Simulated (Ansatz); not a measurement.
# CH₅FSSi: how energies converge with the basis set

Aim: see how fast density functionals converge with the basis set for CH₅FSSi.

Computed with Ansatz 0.2.0, Gaussian basis. Level: one geometry, several basis sets.

Plan: PBE0-D4/def2-SVP; ωB97M-V/def2-SVP; PBE0-D4/def2-QZVPP; ωB97M-V/def2-QZVPP; the functionals' def2-TZVPP values are taken from earlier runs.

## 1. The geometry

An earlier PBE0-D4 in a triple-zeta def2 set relaxation fixed the geometry.

SMILES `FC([SiH3])S`, 9 atoms, charge 0, spin multiplicity 1.

Atoms are counted from 1 here; the program's logs count them from 0.

Bond lengths: F1–C2 1.390 Å, C2–Si3 1.900 Å, C2–S4 1.790 Å, C2–H5 1.095 Å, Si3–H6 1.483 Å, Si3–H7 1.485 Å, Si3–H8 1.485 Å, S4–H9 1.345 Å. Angles: F1–C2–Si3 109.9°, F1–C2–S4 112.2°, F1–C2–H5 107.3°, Si3–C2–S4 111.9°, Si3–C2–H5 111.0°, S4–C2–H5 104.4°, C2–Si3–H6 108.4°, C2–Si3–H7 110.0°, C2–Si3–H8 107.8°, H6–Si3–H7 110.1°, H6–Si3–H8 110.3°, H7–Si3–H8 110.1°, C2–S4–H9 97.3°.

## 2. PBE0-D4 in def2-SVP

File in.yaml:

```yaml
crystal:
  periodic: [false, false, false]
  atoms:
    - {symbol: F, position_ang: [-0.778791, 0.206153, -1.758984]}
    - {symbol: C, position_ang: [-0.211625, 0.664548, -0.575123]}
    - {symbol: Si, position_ang: [0.805854, -0.721751, 0.232940]}
    - {symbol: S, position_ang: [-1.435856, 1.334081, 0.545792]}
    - {symbol: H, position_ang: [0.423352, 1.520452, -0.827570]}
    - {symbol: H, position_ang: [1.601397, -0.135729, 1.339147]}
    - {symbol: H, position_ang: [1.706536, -1.343319, -0.770871]}
    - {symbol: H, position_ang: [-0.144544, -1.733392, 0.761591]}
    - {symbol: H, position_ang: [-1.877823, 0.162657, 1.036077]}
basis:
  gaussian: {orbitals: def2-SVP}
hamiltonian: {xc: pbe0, dispersion: d4}
output: {orbitals: {seedname: orbitals}}
```

On the command line:

```console
> ansatz run in.yaml --threads 2 --pin off --events-out ev --progress --plain --max-ram 4352MiB
```

Log:

```text
Functional definition: PBE0
  name "PBE0"
  cite "Adamo & Barone, J. Chem. Phys. 110, 6158 (1999) doi:10.1063/1.478522"
  cite "Perdew, Burke & Ernzerhof, Phys. Rev. Lett. 77, 3865 (1996) doi:10.1103/PhysRevLett.77.3865"
  parent pbe
  parameter a = 0.25
  parameter kappa = 0.804
  parameter beta = 0.06672455060314922
  exchange = (1 - a)*pbe_x(kappa = kappa, mu = beta*pi^2/3) + a*exact_x
  correlation = pbe_c(beta = beta)
858 factors; integrals over basis functions are off by at most 1.2e-3 eV
mean field evaluation 1: about -22526.6609 eV, gradient 2.3e1 eV
mean field evaluation 2: about -22526.3913 eV, gradient 2.7e1 eV
mean field evaluation 4: about -22527.7938 eV, gradient 6.8e-1 eV
mean field evaluation 8: about -22527.8944 eV, gradient 6.9e-2 eV
mean field evaluation 16: about -22527.8945 eV, gradient 3.0e-5 eV
mean field -22527.89446167 eV, -827.8848515112 hartree, gradient 3.0e-5 eV, S^2 0.000000; 0 other end points of the search recorded, 0 dependent functions left out
reference -22527.89448421 eV, -827.8848523394 hartree; 25, 25 occupied and 64, 64 virtual orbitals, 858 factors
Total energy: -22528.05551478 eV, -827.8907701038 hartree
```

Run time: 1.4 s. Hardware: 2 threads of Arm Neoverse V1, shared host.

## 3. ωB97M-V in def2-SVP

Changes to in.yaml since step 2:

```diff
@@ -14,3 +14,3 @@
   gaussian: {orbitals: def2-SVP}
-hamiltonian: {xc: pbe0, dispersion: d4}
+hamiltonian: {xc: {name: wB97M-V}}
 output: {orbitals: {seedname: orbitals}}
```

Same command.

Log (excerpt; [...] marks lines left out):

```text
Functional definition: wB97M-V
  name "wB97M-V"
  cite "Mardirossian & Head-Gordon, J. Chem. Phys. 144, 214110 (2016) doi:10.1063/1.4952647"
  cite "Becke, J. Chem. Phys. 107, 8554 (1997) doi:10.1063/1.475007"
  cite "Vydrov & Van Voorhis, J. Chem. Phys. 133, 244103 (2010) doi:10.1063/1.3521275"
  # Of w^i u^j: cxij and so on, Table III.
[...]
  gx(w, u) = 1 - cx + cx01*u + cx10*w
  gss(w, u) = css00 + css04*u^4 + css10*w + css20*w^2 + css43*w^4*u^3
  gos(w, u) = cos00 + cos10*w + (cos20 + cos21*u)*w^2 + (cos60 + cos61*u)*w^6
[...]
      + integral(e_c_pw_mod_opposite_spin*gos(b97_w_opposite, b97_u_opposite)) + vv10(b, c)
858 factors; integrals over basis functions are off by at most 1.2e-3 eV
275 factors; integrals over basis functions are off by at most 8.4e-6 eV
[...]
mean field -22536.22577837 eV, -828.1910217528 hartree, gradient 5.0e-5 eV, S^2 0.000000; 0 other end points of the search recorded, 0 dependent functions left out
reference -22536.22581571 eV, -828.1910231248 hartree; 25, 25 occupied and 64, 64 virtual orbitals, 858 factors
Total energy: -22536.22581571 eV, -828.1910231248 hartree
```

Run time: 7 s. Hardware: 2 threads of Arm Neoverse V1, shared host; peak memory 0.25 GiB.

## 4. PBE0-D4 in def2-QZVPP

Changes to in.yaml since step 3:

```diff
@@ -13,4 +13,4 @@
 basis:
-  gaussian: {orbitals: def2-SVP}
-hamiltonian: {xc: {name: wB97M-V}}
+  gaussian: {orbitals: "def2-QZVPP.json"}
+hamiltonian: {xc: pbe0, dispersion: d4}
 output: {orbitals: {seedname: orbitals}}
```

Same command.

Log:

```text
Functional definition: PBE0
  name "PBE0"
  cite "Adamo & Barone, J. Chem. Phys. 110, 6158 (1999) doi:10.1063/1.478522"
  cite "Perdew, Burke & Ernzerhof, Phys. Rev. Lett. 77, 3865 (1996) doi:10.1103/PhysRevLett.77.3865"
  parent pbe
  parameter a = 0.25
  parameter kappa = 0.804
  parameter beta = 0.06672455060314922
  exchange = (1 - a)*pbe_x(kappa = kappa, mu = beta*pi^2/3) + a*exact_x
  correlation = pbe_c(beta = beta)
1429 factors; their error is unknown
mean field evaluation 1: about -22537.6028 eV, gradient 3.3e1 eV
mean field evaluation 2: about -22536.1926 eV, gradient 4.2e1 eV
mean field evaluation 4: about -22539.8817 eV, gradient 1.6e0 eV
mean field evaluation 8: about -22539.8844 eV, gradient 2.8e-2 eV
mean field evaluation 16: about -22539.9021 eV, gradient 2.8e-5 eV
mean field -22539.90210160 eV, -828.3261241394 hartree, gradient 2.8e-5 eV, S^2 0.000000; 0 other end points of the search recorded, 0 dependent functions left out
reference -22539.90213910 eV, -828.3261255174 hartree; 25, 25 occupied and 379, 379 virtual orbitals, 1429 factors
Total energy: -22540.06316967 eV, -828.3320432818 hartree
```

Run time: 11 s. Hardware: 2 threads of Arm Neoverse V1, shared host; peak memory 1.1 GiB.

## 5. ωB97M-V in def2-QZVPP

Changes to in.yaml since step 4:

```diff
@@ -14,3 +14,3 @@
   gaussian: {orbitals: "def2-QZVPP.json"}
-hamiltonian: {xc: pbe0, dispersion: d4}
+hamiltonian: {xc: {name: wB97M-V}}
 output: {orbitals: {seedname: orbitals}}
```

Same command.

Log (excerpt; [...] marks lines left out):

```text
Functional definition: wB97M-V
  name "wB97M-V"
  cite "Mardirossian & Head-Gordon, J. Chem. Phys. 144, 214110 (2016) doi:10.1063/1.4952647"
  cite "Becke, J. Chem. Phys. 107, 8554 (1997) doi:10.1063/1.475007"
  cite "Vydrov & Van Voorhis, J. Chem. Phys. 133, 244103 (2010) doi:10.1063/1.3521275"
  # Of w^i u^j: cxij and so on, Table III.
[...]
  gx(w, u) = 1 - cx + cx01*u + cx10*w
  gss(w, u) = css00 + css04*u^4 + css10*w + css20*w^2 + css43*w^4*u^3
  gos(w, u) = cos00 + cos10*w + (cos20 + cos21*u)*w^2 + (cos60 + cos61*u)*w^6
[...]
      + integral(e_c_pw_mod_opposite_spin*gos(b97_w_opposite, b97_u_opposite)) + vv10(b, c)
1381 factors; their error is unknown
314 factors; integrals over basis functions are off by at most 1.1e-5 eV
[...]
mean field -22548.33393949 eV, -828.6359884665 hartree, gradient 1.7e-5 eV, S^2 0.000000; 0 other end points of the search recorded, 0 dependent functions left out
reference -22548.33399930 eV, -828.6359906645 hartree; 25, 25 occupied and 379, 379 virtual orbitals, 1381 factors
Total energy: -22548.33399930 eV, -828.6359906645 hartree
```

Wall time 25 s (2 threads of Arm Neoverse V1, shared host); peak memory 1.4 GiB.

## 6. Functionals by basis

The def2-TZVPP values come from earlier runs at the same geometry.

| functional | basis | functions | energy (eV) | from the largest (eV) | HOMO (eV) | LUMO (eV) |
| --- | --- | --- | --- | --- | --- | --- |
| PBE0-D4 | def2-SVP | 89 | -22528.0555 | 12.008 | -7.44 | 0.25 |
| PBE0-D4 | def2-TZVPP | 216 | -22539.2545 | 0.809 | -7.56 | -0.19 |
| PBE0-D4 | def2-QZVPP | 404 | -22540.0632 | 0.000 | -7.60 | -0.32 |
| ωB97M-V | def2-SVP | 89 | -22536.2258 | 12.108 | -9.62 | 2.21 |
| ωB97M-V | def2-TZVPP | 216 | -22547.5682 | 0.766 | -9.78 | 1.56 |
| ωB97M-V | def2-QZVPP | 404 | -22548.3340 | 0.000 | -9.82 | 1.27 |

## 7. Summary of results

| quantity | value |
| --- | --- |
| PBE0-D4: double and triple zeta above quadruple | 12.01, 0.81 eV |
| ωB97M-V: double and triple zeta above quadruple | 12.11, 0.77 eV |

For PBE0-D4 the step from double to triple zeta gains 11.20 eV and the next only 0.81 eV. These are total energies; as a rule much of such shifts cancels in differences, which this series doesn't test. The LUMO of ωB97M-V is positive and keeps falling with the basis (2.21 to 1.27 eV): an unbound level that the basis holds in place.

For PBE0-D4 the largest set took about 8 times as long as the smallest (11 s against 1.4 s).
